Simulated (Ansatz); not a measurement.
# C2H8BNO: the cost of one run

Computed with Ansatz 0.2.0, driven from Python. Level of theory: r2SCAN/def2-SVP.

### 1 The structure

Bond lengths: C1–O2 1.341 Å, O2–B3 1.456 Å, B3–C4 1.637 Å, C4–N5 1.393 Å, C1–H6 1.147 Å, C1–H7 1.096 Å, C1–H8 1.157 Å, B3–H9 1.245 Å, C4–H10 1.139 Å, C4–H11 1.090 Å, N5–H12 1.024 Å, N5–H13 1.098 Å. Angles (14 of 19 angles, heavy atoms first): C1–O2–B3 108.0°, O2–B3–C4 123.0°, B3–C4–N5 113.0°, O2–C1–H6 115.0°, O2–C1–H7 111.4°, O2–C1–H8 112.7°, O2–B3–H9 119.0°, C4–B3–H9 117.5°, B3–C4–H10 102.7°, B3–C4–H11 105.7°, N5–C4–H10 111.6°, N5–C4–H11 115.2°, C4–N5–H12 109.3°, C4–N5–H13 108.0°.

No structure file is read: the coordinates are typed or built in the script.

### 2 Script

c2h8bno_opt.py

```python
"""Geometry optimisation of C2H8BNO."""

import ansatz as az
import numpy as np

GEOMETRY = """
C    -2.01180   -0.46820    0.69960
O    -0.86160   -1.09020    0.99500
B     0.23140   -0.16620    0.72890
C     1.08170   -0.17170   -0.67010
N     2.10940    0.76860   -0.68600
H    -2.11350   -0.13160   -0.39220
H    -2.87650   -1.11370    0.89260
H    -2.17370    0.49060    1.32580
H     0.64620    0.56050    1.65060
H     0.28430    0.06650   -1.44830
H     1.39470   -1.20450   -0.82150
H     2.65540    0.65780   -1.54480
H     1.65440    1.76740   -0.71470
"""

system = az.Crystal.molecule()
for line in GEOMETRY.strip().splitlines():
    symbol, *xyz = line.split()
    system = system.atom(symbol, [float(v) for v in xyz])

job = (
    system.calculation()
    .basis(gaussian="def2-SVP")
    .functional("r2SCAN")
)
symbols = [site.symbol for site in system.cartesian_sites]
start = np.array([site.position_ang for site in system.cartesian_sites], dtype=float)
r = job.relax(force_tolerance=0.005).run().report
end = np.array(r["positions_ang"])

print("reference energy %16.6f eV" % r["reference_energy_ev"])
print("total energy     %16.6f eV" % r["free_energy_ev"])
print("occupied orbitals outside the frozen core (up, down):", r["n_occupied"], " frozen:", r["n_frozen"], " virtual:", r["n_virtual"])

print("final positions (A) and the move of each atom")
for symbol, xyz, old in zip(symbols, end, start):
    print(f"{symbol:2s} {xyz[0]:10.5f} {xyz[1]:10.5f} {xyz[2]:10.5f}   {np.linalg.norm(xyz - old):7.4f}")
```

### 3 The calls as engine input

The engine receives this input:

```yaml
crystal:
  periodic: [false, false, false]
  atoms:
    - { symbol: C, position_ang: [-2.0118, -0.4682, 0.6996] }
    - { symbol: O, position_ang: [-0.8616, -1.0902, 0.995] }
    - { symbol: B, position_ang: [0.2314, -0.1662, 0.7289] }
    - { symbol: C, position_ang: [1.0817, -0.1717, -0.6701] }
    - { symbol: "N", position_ang: [2.1094, 0.7686, -0.686] }
    - { symbol: H, position_ang: [-2.1135, -0.1316, -0.3922] }
    - { symbol: H, position_ang: [-2.8765, -1.1137, 0.8926] }
    - { symbol: H, position_ang: [-2.1737, 0.4906, 1.3258] }
    - { symbol: H, position_ang: [0.6462, 0.5605, 1.6506] }
    - { symbol: H, position_ang: [0.2843, 0.0665, -1.4483] }
    - { symbol: H, position_ang: [1.3947, -1.2045, -0.8215] }
    - { symbol: H, position_ang: [2.6554, 0.6578, -1.5448] }
    - { symbol: H, position_ang: [1.6544, 1.7674, -0.7147] }
basis:
  gaussian:
    orbitals: def2-SVP
hamiltonian:
  xc: r2scan
relax:
  f_tol: 0.005
```

### 4 Running it

The run is started by

```console
> python c2h8bno_opt.py
```

What time and memory should one allow on 1 thread of INTEL XEON PLATINUM 8581C at 2.30GHz (Emerald Rapids), shared host?

About 70 s, with a peak of 0.25 GiB.
